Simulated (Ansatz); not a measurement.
Consider a comparison of norm-conserving and PAW potentials of Pd3PbC, space group Pm-3m (Ansatz 0.2.0 through its Python package).

The script, `nc_paw_pd3pbc.py`:
```python
import ansatz as az
import numpy as np
from pymatgen.core import Lattice, Structure
from pymatgen.io.ase import AseAtomsAdaptor

EXTRA_BANDS = 16
FUNCTIONAL = "lda"
KMESH = (7, 7, 7)
OCCUPATIONS = "fermi_dirac"
SMEARING_WIDTH = 0.02


def count_gap(report):
    # lowest empty less highest filled band, counting bands; zero where they overlap
    return max(report.get("gap_by_band_count_ev") or 0.0, 0.0)

pmg_structure = Structure(
    Lattice([[4.298945, 0.0, 0.0], [0.0, 4.298945, 0.0], [0.0, 0.0, 4.298945]]),
    ["Pd", "Pd", "Pd", "Pb", "C"],
    [
        [0.0, 0.5, 0.5],
        [0.5, 0.5, 0.0],
        [0.5, 0.0, 0.5],
        [0.0, 0.0, 0.0],
        [0.5, 0.5, 0.5],
    ],
)
crystal = az.Crystal.from_ase(AseAtomsAdaptor.get_atoms(pmg_structure))

base = (
    crystal.calculation()
    .scf(extra_bands=EXTRA_BANDS)
    .functional(FUNCTIONAL)
    .kpoints(*KMESH, center="monkhorst-pack")
    .occupations(OCCUPATIONS, width=SMEARING_WIDTH)
    .stress()
    .forces()
    .band_table()
)
variants = {
    "PAW": base.pseudopotentials("paw"),
    "norm-conserving": base.pseudopotentials("nc"),
}
rows = []
for label, variant in variants.items():
    summary = variant.run(threads=1, backend="cpu").report
    levels = np.array(summary["eigenvalues_ev"][0]) - summary["fermi_energy_ev"]
    print(label, "levels at the first k-point near E_F:", np.round(levels[np.abs(levels) < 5], 3))
    rows.append((label, summary["n_electrons"], np.trace(summary["stress_gpa"]) / 3, count_gap(summary)))
lines = [",".join(["treatment", "electrons in bands", "P GPa", "gap by band count eV"])] + [",".join(f"{v:.4f}" if isinstance(v, float) else str(v) for v in row) for row in rows]
print("\n".join(lines))
with open("nc_paw.csv", "w") as handle:
    handle.write("\n".join(lines) + "\n")
```

How well do the two treatments of the cores agree on the pressure?

PAW gives -11.807 GPa and norm-conserving -11.688 GPa, 0.12 GPa apart. They took 3.4 and 12.5 s of processor time.

What the script printed:

```console
$ python nc_paw_pd3pbc.py
DeckWarning: basis.ecutwfc = 420 eV, auto-derived from the records' recommended cutoffs: set by Pd (normal level)
PAW levels at the first k-point near E_F: [-4.159 -4.159 -4.159 -3.634 -3.634 -2.749 -2.749 -2.749 -2.219 -2.219
 -2.125 -2.125 -2.125 -1.029 -1.029 -1.029 -1.016  0.246  1.643  1.643
  1.643]
DeckWarning: basis.ecutwfc = 1115.666836 eV, auto-derived from the records' recommended cutoffs: set by Pd (normal level)
norm-conserving levels at the first k-point near E_F: [-4.161 -4.161 -4.161 -3.633 -3.633 -2.75  -2.75  -2.75  -2.219 -2.219
 -2.12  -2.12  -2.12  -1.026 -1.026 -1.026 -1.008  0.235  1.653  1.653
  1.653]
treatment,electrons in bands,P GPa,gap by band count eV
PAW,72.0000,-11.8072,0.0000
norm-conserving,72.0000,-11.6884,0.0000
```
(Warnings from the package without file and line.)

Notes:
- These settings explore the input space; cutoff and mesh may be short of convergence.
- No spin polarisation was allowed.
- The mesh is modest for a metal, so energies can be off by several to tens of meV an atom and pressures by half a GPa or more; differences at equal mesh fare better.
- A gap by band count of zero or less means overlapping bands, a metal.
- At these settings the cell as given stands under about -12 GPa, so it isn't at this functional's equilibrium volume.
- This cell is a computed structure, which may not be the phase found in nature.
- Levels are Kohn-Sham eigenvalues on this mesh, without spin-orbit coupling.
- Stress is positive in compression.
- Timing: 17 s on 1 thread of Arm Neoverse V2, with other jobs on the host, peak memory 0.62 GiB.

(Lines on the test bed's own set-up are left out of the output.)
